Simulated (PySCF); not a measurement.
# CeF3H3N (Ce(F)3(NH3)+): the cost of one run

The runs use PySCF 2.14.0; several levels, as the steps say, no spin–orbit coupling.

1 further run of the same task is left out (for a known fault of the program).

### 1 Starting geometry

8 atoms, charge 1, spin multiplicity 1.

Bond lengths: Ce1–F2 1.995 Å, Ce1–F3 1.995 Å, Ce1–F4 1.995 Å, Ce1–N5 2.513 Å, N5–H6 1.028 Å, N5–H7 1.028 Å, N5–H8 1.028 Å. Angles: F2–Ce1–F3 113.8°, F2–Ce1–F4 113.8°, F2–Ce1–N5 104.7°, F3–Ce1–F4 113.8°, F3–Ce1–N5 104.7°, F4–Ce1–N5 104.7°, Ce1–N5–H6 113.9°, Ce1–N5–H7 113.9°, Ce1–N5–H8 113.9°, H6–N5–H7 104.7°, H6–N5–H8 104.7°, H7–N5–H8 104.7°.

Coordinates:

| atom | x (Å) | y (Å) | z (Å) |
| --- | --- | --- | --- |
| Ce1 | 0.06711 | -0.06711 | 0.06711 |
| F2 | 1.14747 | 1.21525 | 1.14747 |
| F3 | -1.21525 | -1.14747 | 1.14747 |
| F4 | 1.14747 | -1.14747 | -1.21525 |
| N5 | -1.38403 | 1.38403 | -1.38403 |
| H6 | -2.00850 | 2.00850 | -0.85720 |
| H7 | -0.85720 | 2.00850 | -2.00850 |
| H8 | -2.00850 | 0.85720 | -2.00850 |

Formal oxidation states: Ce +4. The 4f shell is empty and lies in the core potential. An earlier session relaxed this geometry at PBE0, Ce lcecp-2-SVP with ECP46, F def2-SVP, N def2-SVP, H def2-SVP (singlet, point group C3v).

At PBE0 on the finer grid: E = -394.036670 Eh, frontier levels not given, since the 4f levels lie in the core, Mulliken charge on Ce1 +1.83 e, largest force component 0.007 eV/Å. The large-core potential holds the 4f shell empty.

Levels to run: M06-L; TPSSh; PBE0, TZVP. Hardware: 2 threads of AMD EPYC 9B45 (Zen 5), shared host.

### 2 M06-L

The input, run.py (the lines that set the calculation):

```python
mol = gto.M(atom='''
Ce     0.06711    -0.06711     0.06711
F      1.14747     1.21525     1.14747
F     -1.21525    -1.14747     1.14747
F      1.14747    -1.14747    -1.21525
N     -1.38403     1.38403    -1.38403
H     -2.00850     2.00850    -0.85720
H     -0.85720     2.00850    -2.00850
H     -2.00850     0.85720    -2.00850''',
    basis={'Ce': 'lcecp-2-SVP', 'F': 'def2-SVP', 'N': 'def2-SVP', 'H': 'def2-SVP'},
    ecp={'Ce': 'lcecp-2-SVP'},
    charge=1, spin=0)
mf = dft.RKS(mol, xc='M06L')
mf.grids.atom_grid = (75, 302)  # f atoms: unpruned, at least (60, 302)
mf = mf.density_fit()  # fitting sets: Ce AutoAux, F def2-universal-JKFIT, N def2-universal-JKFIT, H def2-universal-JKFIT
mf.conv_tol = 1e-08; mf.max_cycle = 55
mf.kernel(dm0)  # dm0: the density of the relaxed state
```

On the command line:

```
> OMP_NUM_THREADS=2 python run.py
```

**Question.** How long does this run take on 2 threads of AMD EPYC 9B45 (Zen 5), shared host?

About 5.5 s.
